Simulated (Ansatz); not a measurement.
# Be3Au: the cost of one run

Method: DFT PBE, scalar-relativistic, plane waves, PAW, in Ansatz 0.2.0.

1 further run of the same task is left out (it didn't finish).

**1. The starting structure**

Symmetry: I4/mmm, No. 139, tetragonal system. Conventional cell: a = 3.333 Å, b = 3.333 Å, c = 7.444 Å, α = 90.00°, β = 90.00°, γ = 90.00°. Be (site symmetry 4/mmm) has 4 Au at 2.36 Å and 8 Be at 2.50 Å as nearest neighbours. Be (site symmetry -4m2) is surrounded by 8 Be at 2.36 to 2.50 Å and 4 Au at 2.50 Å. Au (site symmetry 4/mmm) is surrounded by 12 Be at 2.36 to 2.50 Å.

Structure file:

```cif
data_structure
_symmetry_space_group_name_H-M 'I4/mmm'
_symmetry_Int_Tables_number 139
_cell_length_a 3.3326
_cell_length_b 3.3326
_cell_length_c 7.4442
_cell_angle_alpha 90.000
_cell_angle_beta 90.000
_cell_angle_gamma 90.000
_cell_volume 82.68
loop_
_atom_site_label
_atom_site_type_symbol
_atom_site_symmetry_multiplicity
_atom_site_Wyckoff_symbol
_atom_site_fract_x
_atom_site_fract_y
_atom_site_fract_z
_atom_site_occupancy
Be1 Be 2 b 0.50000 0.50000 0.00000 1
Be2 Be 4 d 0.50000 0.00000 0.25000 1
Au1 Au 2 a 0.00000 0.00000 0.00000 1
```

(A quick probe on a coarse mesh, which set the mesh and smearing, is not shown.)

**3. Coarse relaxation**

Input file input.yaml:

```yaml
crystal:
  lattice:
    - [-1.6662988824, 1.6662988824, 3.7221221789]
    - [1.6662988824, -1.6662988824, 3.7221221789]
    - [1.6662988824, 1.6662988824, -3.7221221789]
  atoms:
    - { symbol: Be, position: [0.5, 0.5, 0.0] }
    - { symbol: Be, position: [0.25, 0.75, 0.5] }
    - { symbol: Be, position: [0.75, 0.25, 0.5] }
    - { symbol: Au, position: [0.0, 0.0, 0.0] }
basis:
  ecutwfc: 420
kpoints:
  mp_grid: { grid: [8, 8, 8] }
hamiltonian:
  xc: pbe
scf:
  occupations: { method: gaussian, width: 0.1 }
  lower_state_search: "off"
output:
  forces: true
  stress: true
  eigenvalues: true
relax:
  adjacent_minimum: "off"
  f_tol: 0.04
  max_steps: 70
  cell: { stress_tol: 0.4 }
```

Command:

```sh
$ ansatz run input.yaml --threads 1 --pin off --max-ram 2560MiB --backend cpu --events-out ev --progress --plain --runs-dir out
```

Q: Estimate wall time and peak memory on 1 thread of Intel Xeon Platinum 8488C (Sapphire Rapids), shared host.

About 13 s, with a peak of 0.39 GiB.
